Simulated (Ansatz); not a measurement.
# Cl3FGe2H4: the cost of one run

Method: RHF/def2-SVP, in Ansatz 0.2.0.

## Step 1: The system as given

Bond lengths: Ge1–Ge2 2.750 Å, Ge2–H3 1.550 Å, Ge2–H4 1.550 Å, Ge2–H5 1.550 Å, Ge1–Cl6 2.220 Å, Ge1–Cl7 2.218 Å, Ge1–F8 1.679 Å, Ge1–Cl9 2.520 Å, Ge2–H10 1.680 Å, Cl9–H10 1.538 Å. Angles (14 of 22 angles, heavy atoms first): Ge2–Ge1–Cl6 109.5°, Ge2–Ge1–Cl7 109.5°, Ge2–Ge1–F8 109.5°, Ge2–Ge1–Cl9 71.6°, Cl6–Ge1–Cl7 109.5°, Cl6–Ge1–F8 109.5°, Cl6–Ge1–Cl9 67.1°, Cl7–Ge1–F8 109.5°, Cl7–Ge1–Cl9 72.9°, F8–Ge1–Cl9 176.5°, Ge1–Ge2–H3 109.5°, Ge1–Ge2–H4 109.5°, Ge1–Ge2–H5 109.5°, Ge1–Ge2–H10 66.2°.

Coordinates:

```xyz
10

Ge    0.0000    0.0000    0.0000
Ge    0.0000    0.0000    2.7500
H    -1.3958   -0.4318    3.2674
H     1.0719   -0.9929    3.2674
H     0.3240    1.4247    3.2674
Cl    2.0935    0.0000   -0.7393
Cl   -1.0456    1.8115   -0.7393
F    -0.7913   -1.3709   -0.5594
Cl    1.3216    1.9931    0.7946
H     0.8497    1.2813    2.0735
```

## Step 2: Pulling towards end A

Springs on the bonds that form and break draw the guess towards this end; the thresholds are loose.

The input, input.yaml:

```yaml
crystal:
  periodic: [false, false, false]
  atoms:
    - { symbol: Ge, position_ang: [0.0, 0.0, 0.0] }
    - { symbol: Ge, position_ang: [0.0, 0.0, 2.75] }
    - { symbol: H, position_ang: [-1.3958, -0.4318, 3.2674] }
    - { symbol: H, position_ang: [1.0719, -0.9929, 3.2674] }
    - { symbol: H, position_ang: [0.324, 1.4247, 3.2674] }
    - { symbol: Cl, position_ang: [2.0935, 0.0, -0.7393] }
    - { symbol: Cl, position_ang: [-1.0456, 1.8115, -0.7393] }
    - { symbol: F, position_ang: [-0.7913, -1.3709, -0.5594] }
    - { symbol: Cl, position_ang: [1.3216, 1.9931, 0.7946] }
    - { symbol: H, position_ang: [0.8497, 1.2813, 2.0735] }
basis:
  gaussian: { orbitals: def2-SVP }
hamiltonian:
  xc: hf
relax:
  f_tol: 0.15
  max_steps: 25
  restrain:
    - { distance: [0, 8], at: 3.42, k: 30.0 }
    - { distance: [9, 1], at: 2.75, k: 30.0 }
    - { distance: [0, 1], at: 2.4, k: 30.0 }
    - { distance: [9, 8], at: 1.37, k: 30.0 }
```

The run is started by

```
$ ansatz run input.yaml --threads 4 --pin off --max-ram 5120MiB --backend cpu --events-out ev --progress --plain --runs-dir out
```

**Question.** How long does this run take on 4 threads of Arm Neoverse V1, shared host, and how much memory does it need?

About 44 s, with a peak of 0.57 GiB.
